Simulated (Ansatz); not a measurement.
# C₂H₆AlNS: one species, many methods

The task here is to estimate one member of a computed series from the others.

Program: Ansatz 0.2.0, Gaussian basis. Level of theory: functionals in def2-TZVPP, the program's frozen cores in correlated methods. These are calculated values, not measurements.

The runs, in order: PBE-D4, r2SCAN-D4, PBE0-D4, B3LYP-D4, ωB97X-V, ωB97M-V, B2PLYP; CCSD(T)/def2-TZVPP; MP2/def2-QZVPP; extrapolation to the limit.

## The geometry

An earlier PBE0-D4 in a triple-zeta def2 set relaxation fixed the geometry.

11 atoms, charge 0, spin multiplicity 1.

Atoms are counted from 1 here; the program's logs count them from 0.

Bond lengths: C1–C2 1.475 Å, C1–H6 1.094 Å, C1–H7 1.096 Å, C1–H8 1.094 Å, C2–N3 1.291 Å, C2–Al4 1.957 Å, N3–Al4 1.917 Å, N3–H9 1.022 Å, Al4–S5 2.205 Å, Al4–H10 1.577 Å, S5–H11 1.343 Å. Angles: C2–C1–H6 109.3°, C2–C1–H7 113.0°, C2–C1–H8 109.4°, H6–C1–H7 109.4°, H6–C1–H8 106.0°, H7–C1–H8 109.5°, C1–C2–N3 125.0°, C1–C2–Al4 166.1°, N3–C2–Al4 68.9°, C2–N3–Al4 72.2°, C2–N3–H9 122.1°, Al4–N3–H9 165.6°, C2–Al4–N3 38.9°, C2–Al4–S5 120.1°, C2–Al4–H10 122.0°, N3–Al4–S5 117.9°, N3–Al4–H10 117.7°, S5–Al4–H10 116.6° and more.

The first run:

in.yaml reads:

```yaml
crystal:
  periodic: [false, false, false]
  atoms:
    - {symbol: C, position_ang: [-1.253324, 0.333768, 1.251224]}
    - {symbol: C, position_ang: [-0.118657, 0.277041, 0.310018]}
    - {symbol: N, position_ang: [1.000824, -0.325340, 0.535976]}
    - {symbol: Al, position_ang: [1.083426, 0.420680, -1.227970]}
    - {symbol: S, position_ang: [0.854651, -0.949663, -2.940146]}
    - {symbol: H, position_ang: [-1.494580, 1.378754, 1.465163]}
    - {symbol: H, position_ang: [-1.056692, -0.195110, 2.191168]}
    - {symbol: H, position_ang: [-2.142204, -0.088652, 0.774423]}
    - {symbol: H, position_ang: [1.183452, -0.822343, 1.410583]}
    - {symbol: H, position_ang: [2.010115, 1.677777, -1.448786]}
    - {symbol: H, position_ang: [-0.001710, -1.763912, -2.301054]}
basis:
  gaussian: {orbitals: def2-TZVPP}
hamiltonian: {xc: pbe, dispersion: d4}
output: {forces: true, orbitals: {seedname: orbitals}}
```

Command:

```
$ ansatz run in.yaml --threads 4 --pin off --events-out ev --progress --plain --max-ram 10444MiB
```

Among the steps run: PBE-D4 (GGA); r2SCAN-D4 (meta-GGA); PBE0-D4 (hybrid); B3LYP-D4 (hybrid); ωB97X-V (range-separated); ωB97M-V (range-separated); B2PLYP (double hybrid); CCSD(T) in def2-TZVPP; MP2 in def2-QZVPP.

One of the session's tables, all rows but one given; the rest of the session is left out.

```
            method  atomisation energy (eV)
            PBE-D4                   41.924
         r2SCAN-D4                        ?
           PBE0-D4                   41.185
          B3LYP-D4                   41.058
           ωB97X-V                   41.290
           ωB97M-V                   41.308
            B2PLYP                   40.569
     HF/def2-TZVPP                   29.385
    MP2/def2-TZVPP                   40.432
   CCSD/def2-TZVPP                   39.196
CCSD(T)/def2-TZVPP                   39.873
           MP2/CBS                   41.609
       CCSD(T)/CBS                   41.050
```

**Question.** Estimate the row for r2SCAN-D4.

As computed: atomisation energy (eV): 41.202. In the column «atomisation energy (eV)» it lies between PBE0-D4 (41.185) and ωB97X-V (41.290).

Caveats from the session: Free atoms (2 C, 1 N, 1 Al, 1 S, 6 H) were run apart at each level; the atomisation energy is their sum less the molecule, without zero-point or spin-orbit terms.
